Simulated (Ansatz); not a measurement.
# CH8B2O2Si: the cost of one run

Program: Ansatz 0.2.0. Level of theory: RKS B3LYP/6-31G*. These are calculated values, not measurements.

1 further run of the same task is left out (it didn't finish).

**1. The starting structure**

Bond lengths: B1–O2 1.461 Å, O2–C3 1.420 Å, C3–Si4 1.955 Å, C3–O5 1.415 Å, O5–B6 1.491 Å, B1–H7 1.132 Å, B1–H8 1.216 Å, C3–H9 1.057 Å, Si4–H10 1.414 Å, Si4–H11 1.505 Å, Si4–H12 1.451 Å, B6–H13 1.194 Å, B6–H14 1.173 Å. Angles (14 of 20 angles, heavy atoms first): B1–O2–C3 110.1°, O2–C3–Si4 108.2°, O2–C3–O5 109.7°, Si4–C3–O5 103.4°, C3–O5–B6 108.7°, O2–B1–H7 123.4°, O2–B1–H8 115.0°, O2–C3–H9 116.4°, Si4–C3–H9 107.8°, O5–C3–H9 110.5°, C3–Si4–H10 108.2°, C3–Si4–H11 104.3°, C3–Si4–H12 109.4°, O5–B6–H13 122.7°.

As a file:

```xyz
14

B    -1.4864   -1.2930    0.8212
O    -0.4102   -0.3398    1.0793
C     0.1433    0.1144   -0.1469
Si    1.7264   -0.9640   -0.5380
O     0.6665    1.4183    0.0195
B    -0.4678    2.3852    0.0669
H    -1.3204   -2.4087    0.7226
H    -2.5898   -0.7990    0.6877
H    -0.4909    0.0742   -0.9918
H     2.3024   -0.4848   -1.7371
H     1.1906   -2.3589   -0.7164
H     2.6300   -0.9217    0.5966
H    -1.0278    2.6732    1.0809
H    -0.8789    2.8753   -0.9158
```

**2. Relaxing end A**

Input file input.yaml:

```yaml
crystal:
  periodic: [false, false, false]
  atoms:
    - { symbol: B, position_ang: [-1.4864, -1.293, 0.8212] }
    - { symbol: O, position_ang: [-0.4102, -0.3398, 1.0793] }
    - { symbol: C, position_ang: [0.1433, 0.1144, -0.1469] }
    - { symbol: Si, position_ang: [1.7264, -0.964, -0.538] }
    - { symbol: O, position_ang: [0.6665, 1.4183, 0.0195] }
    - { symbol: B, position_ang: [-0.4678, 2.3852, 0.0669] }
    - { symbol: H, position_ang: [-1.3204, -2.4087, 0.7226] }
    - { symbol: H, position_ang: [-2.5898, -0.799, 0.6877] }
    - { symbol: H, position_ang: [-0.4909, 0.0742, -0.9918] }
    - { symbol: H, position_ang: [2.3024, -0.4848, -1.7371] }
    - { symbol: H, position_ang: [1.1906, -2.3589, -0.7164] }
    - { symbol: H, position_ang: [2.63, -0.9217, 0.5966] }
    - { symbol: H, position_ang: [-1.0278, 2.6732, 1.0809] }
    - { symbol: H, position_ang: [-0.8789, 2.8753, -0.9158] }
basis:
  gaussian: { orbitals: "6-31G*" }
hamiltonian:
  xc: b3lyp
relax:
  f_tol: 0.02
  max_steps: 50
output:
  orbitals: {}
```

Command:

```sh
> ansatz run input.yaml --threads 2 --pin off --max-ram 3072MiB --backend cpu --events-out ev --progress --plain --runs-dir out
```

What time and memory should one allow on 2 threads of AMD EPYC 9R45 (Zen 5), shared host?

About 23 s, with a peak of 0.28 GiB.
